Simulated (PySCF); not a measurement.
# C3H7ClOSi: the cost of one run

Computed with PySCF 2.14.0, with density-fitted response routines of our own, on a single molecule in the gas phase. Atoms count from 0, in the outputs and in this text.

### 1 The molecule as given

13 atoms, charge 0, multiplicity 1; geometry from: GFN2-xTB. The atoms were then displaced at random by about 0.01 Å, so the start is not that level's minimum.

Bonds of the start (Å): C0–C1 1.29, C1–C2 1.48, C2–O3 1.45, O3–Si4 1.58, Si4–Cl5 1.99, C0–H6 1.09, C0–H7 1.08, C1–H8 1.06, C2–H9 1.11, C2–H10 1.11, Si4–H11 1.48, Si4–H12 1.44.

### 2 Relaxing the molecule at PBE0-D3(BJ)/def2-SVP

The job: settings as JSON, then the geometry in Å.

```
{"job": {"xc": "PBE0", "basis": "def2-SVP", "d3": "d3bj", "grid": 1, "shake": 0.01, "kind": "geom"}, "charge": 0, "multiplicity": 1}
C     -2.600980     0.122780    -0.297900
C     -1.408860    -0.321660    -0.499950
C     -0.275740    -0.113270     0.433880
O      0.901710     0.331060    -0.276630
Si     2.440180     0.103650    -0.011740
Cl     3.276020     1.037560    -1.559050
H     -2.865650     0.722450     0.572860
H     -3.402760    -0.030410    -1.006570
H     -1.156350    -0.880820    -1.363400
H     -0.027430    -1.059790     0.960740
H     -0.515250     0.631200     1.215130
H      2.876280     0.738490     1.253280
H      2.764650    -1.298130    -0.014710
```

The run is started by

```bash
$ OMP_NUM_THREADS=1 python probes_run.py task.json out
```

One launch serves the whole session: the jobs run in the order shown.

**Question.** How long does this first job take on 1 thread of Arm Neoverse N1, shared host, and how much memory does it need?

About 6.2 min, with a peak of 0.53 GiB.
